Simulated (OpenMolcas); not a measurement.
# Co²⁺ among point charges: CASSCF and CASPT2 levels and susceptibility

Aim: the splitting of the states of Co²⁺ in the field of 3 point charges, its lowest levels with spin-orbit coupling and its magnetic susceptibility.

The numbers are computed with OpenMolcas 26.06 (state-averaged CASSCF and CASPT2, spin-orbit coupling by RASSI with atomic mean-field integrals), except any that are marked as measured or tabulated.

### Step 1. Starting point

| Property | Result |
| --- | --- |
| Species | Co²⁺ (cobalt, Z = 27, 25 electrons) |
| Basis | ANO-RCC-VTZP [6s5p3d2f1g], 59 functions |
| Scalar Hamiltonian | DKH2, point nucleus |
| Inactive shells | 1s 2s 2p 3s 3p |
| Active space | 7 electrons in 5 orbitals (3d) |
| Some configurations of this space | 3d7 |
| Orbitals | optimised for each spin and parity, averaged over all roots |

Outer shells as boxes (Hund's rule):

3d7
```
3d [↑↓][↑↓][↑ ][↑ ][↑ ]
```

The ion sits among 3 point charges of -1.6 e arranged as a planar triangle (D3h), 2 Å from the ion.

Each step is its own input file, run in one work folder so that later steps find the files of earlier ones. Labels, J, g values, rates, χT and fits are worked out afterwards by a script from the matrices that RASSI stores.

### Step 2. One- and two-electron integrals

a.inp reads:

```
&GATEWAY
Coord
1

Co 0.0 0.0 0.0
Basis=ANO-RCC-VTZP
Group=NoSym
NoMove
AngMom=0.0 0.0 0.0
AMFI
XField
3 Angstrom 0
2.000000 0.000000 0.000000 -1.600000
-1.000000 1.732051 0.000000 -1.600000
-1.000000 -1.732051 0.000000 -1.600000
&SEWARD
```

### Step 3. Reference wave functions, quartets, 10 roots

a.inp reads:

```
&RASSCF
FileOrb=start.orb
Symmetry=1
Spin=4
nActEl=7 0 0
Inactive=9
Ras2=5
CIRoot=10 10 1
SDav=10
CIMx=300
Iter=120 100
PrWF=0.3
OrbListing=Nothing
MaxOrb=0
>>> COPY $Project.JobIph JOB001
```

start.orb holds the contracted functions of the basis, ordered by shell, or the orbitals of the step before.

### Step 4. Reference wave functions, doublets, 40 roots

a.inp reads:

```
&RASSCF
FileOrb=start.orb
Symmetry=1
Spin=2
nActEl=7 0 0
Inactive=9
Ras2=5
CIRoot=40 40 1
SDav=40
CIMx=300
Iter=120 100
PrWF=0.3
OrbListing=Nothing
MaxOrb=0
>>> COPY $Project.JobIph JOB002
```

### Step 5. RASSI: spin-orbit coupling between the states

a.inp reads:

```
&RASSI
NrOfJobIphs=2 10 40
1 2 3 4 5 6 7 8 9 10
1 2 3 4 5 6 7 8 9 10 11 12 13 14 15 16 17 18 19 20 21 22 23 24 25 26 27
28 29 30 31 32 33 34 35 36 37 38 39 40
IphNames
JOB001
JOB002
EJob
SpinOrbit
DIPRint=1.0
SOCoupling=1000.0
Subsets=2
Property=9
'ANGMOM' 1 'ANGMOM' 2 'ANGMOM' 3 'MLTPL  1' 1 'MLTPL  1' 2 'MLTPL  1' 3
'AMFI' 1 'AMFI' 2 'AMFI' 3
SOProperty=3
'ANGMOM' 1 'ANGMOM' 2 'ANGMOM' 3
```

### Step 6. CASPT2: IPEA 0.25, imaginary shift 0.1 (closed shells correlated: 3s 3p)

a.inp reads:

```
>>> COPY JOB001 $Project.JobIph
&CASPT2
Multistate=10 1 2 3 4 5 6 7 8 9 10
NoMult
Frozen=5
IPEA=0.25
Imaginary=0.1
MaxIter=60
WThr=0.0 0.3 0.05
PrWF=0.5
NoMix
>>> COPY JOB002 $Project.JobIph
&CASPT2
Multistate=40 1 2 3 4 5 6 7 8 9 10 11 12 13 14 15 16 17 18 19 20 21 22
23 24 25 26 27 28 29 30 31 32 33 34 35 36 37 38 39 40
NoMult
Frozen=5
IPEA=0.25
Imaginary=0.1
MaxIter=60
WThr=0.0 0.3 0.05
PrWF=0.5
NoMix
```

(Steps that only read results are left out.)

**Question.** What will these runs give? Wanted: spin-free ground state; first state of the same spin within the active space; lowest level; next level.

As calculated:

| quantity | value |
| --- | --- |
| method | SS-CASPT2, IPEA 0.25, imaginary shift 0.1 (closed shells correlated: 3s 3p) |
| spin-free ground state | 4E, 2-fold in its orbital part |
| first state of the same spin within the active space | 4A2 at 250 cm⁻¹ |
| lowest level | 2-fold E1/2, g = 1.51, 6.50, 6.50 |
| next level | 94.4 cm⁻¹ |
| χT at 300 K | 4.71 cm³ K/mol |
| effective moment at 300 K | 6.14 μB |

Cost by method:

```csv
method,time of its own steps,time with the reference
A. CASSCF,20 s,20 s
"B. SS-CASPT2, IPEA 0.25, imaginary shift 0.1, +3s 3p",17 s,37 s
```

Times are of one thread on a shared host.

**Reading.** The spin-free ground state (4E) comes to 95 % from free-ion F terms and keeps the highest spin of the shell. χT at 300 K is 4.71, against 1.88 cm³ K/mol for the spin alone, so orbital moment adds to it. An active space of the d shell alone favours high spin; real ions in strong fields can be low spin. CASPT2 does not keep the components of a term degenerate, and the means are used. The field of point charges can differ much from that of real complexes. With metal d orbitals alone active, the gaps between spin states are rough; where two lie within a few thousand cm-1, their order is open. Point charges carry no covalency, so the field is a model and not that of real ligands.
